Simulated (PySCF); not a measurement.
**[Tm(HCN)]3+: other functionals and bases at one geometry**

The task here is to estimate one member of a computed series from the others.

Method: several levels, as the steps say, no spin–orbit coupling; program: PySCF 2.14.0.

1 further run of the same task is left out (for a known fault of the program).

## Where the work starts

4 atoms, charge 3, spin multiplicity 1.

Bond lengths: Tm1–N2 2.166 Å, N2–C3 1.167 Å, C3–H4 1.118 Å. Angles: Tm1–N2–C3 180.0°, N2–C3–H4 180.0°.

Coordinates:

```xyz
4
charge 3, multiplicity 1
Tm    0.00000    0.00000   -0.21035
N     0.00000    0.00000    1.95556
C     0.00000    0.00000    3.12251
H     0.00000    0.00000    4.24029
```

Formal oxidation states: Tm +3. Each metal's 12 4f electrons lie in its core potential, so multiplicities, spins and levels count the valence alone. An earlier session relaxed this geometry at PBE0, Tm lcecp-1-SVP with ECP58, N def2-SVP, C def2-SVP, H def2-SVP (singlet, point group C∞v).

At PBE0 on the finer grid: E = -130.723494 Eh, HOMO -27.35 eV, LUMO -19.93 eV, Mulliken charge on Tm1 +2.48 e, largest force component 0.002 eV/Å. 

Levels to run: CAM-B3LYP; wB97X; PBE0, TZVP. Hardware: 2 threads of Intel Xeon Platinum 8488C (Sapphire Rapids), shared host.

Set-up of the first run:

The input, run.py (the lines that set the calculation):

```python
mol = gto.M(atom='''
Tm     0.00000     0.00000    -0.21035
N      0.00000     0.00000     1.95556
C      0.00000     0.00000     3.12251
H      0.00000     0.00000     4.24029''',
    basis={'Tm': 'lcecp-1-SVP', 'N': 'def2-SVP', 'C': 'def2-SVP', 'H': 'def2-SVP'},
    ecp={'Tm': 'lcecp-1-SVP'},
    charge=3, spin=0)
mf = dft.RKS(mol, xc='CAMB3LYP')
mf.grids.atom_grid = (75, 302)  # f atoms: unpruned, at least (60, 302)
mf = mf.density_fit()  # fitting sets: Tm AutoAux, N def2-universal-JKFIT, C def2-universal-JKFIT, H def2-universal-JKFIT
mf.conv_tol = 1e-08; mf.max_cycle = 55
mf.kernel(dm0)  # dm0: the density of the relaxed state
```

The run is started by

```sh
> OMP_NUM_THREADS=2 python run.py
```

Steps of the session up to this table: CAM-B3LYP; wB97X; PBE0, TZVP.

One of the session's tables, all rows but one given; the rest of the session is left out.

```
              level  HOMO (eV)  gap (eV)  charge on Tm1 (e)  dipole (D)  largest force component (eV/Å)
PBE0 (relaxed here)     -27.35      7.43               2.48        5.34                            0.00
          CAM-B3LYP          ?         ?                  ?           ?                               ?
              wB97X     -29.68     12.28               2.50        5.02                            0.55
         PBE0, TZVP     -27.26      7.36               2.59        5.40                            0.86
```

Q: Estimate the row for CAM-B3LYP from the others.

**Answer.** HOMO (eV): -28.70; gap (eV): 9.60; charge on Tm1 (e): 2.47; dipole (D): 5.22; largest force component (eV/Å): 0.48. In the column «HOMO (eV)» it lies between wB97X (-29.68) and PBE0 (relaxed here) (-27.35).

The dipole of a charged species depends on the origin, so these sizes hold for this origin alone.

In one basis the HOMO–LUMO gap runs from 7.43 eV (PBE0) to 12.28 eV (wB97X). The largest leftover force, 0.86 eV/Å with PBE0, TZVP, stands at a geometry relaxed at another level. With 4f in the core, its levels are missing from HOMO and gap, and its count is fixed, so no charge can pass from the ligands into it. Total energies of different levels can't be compared.
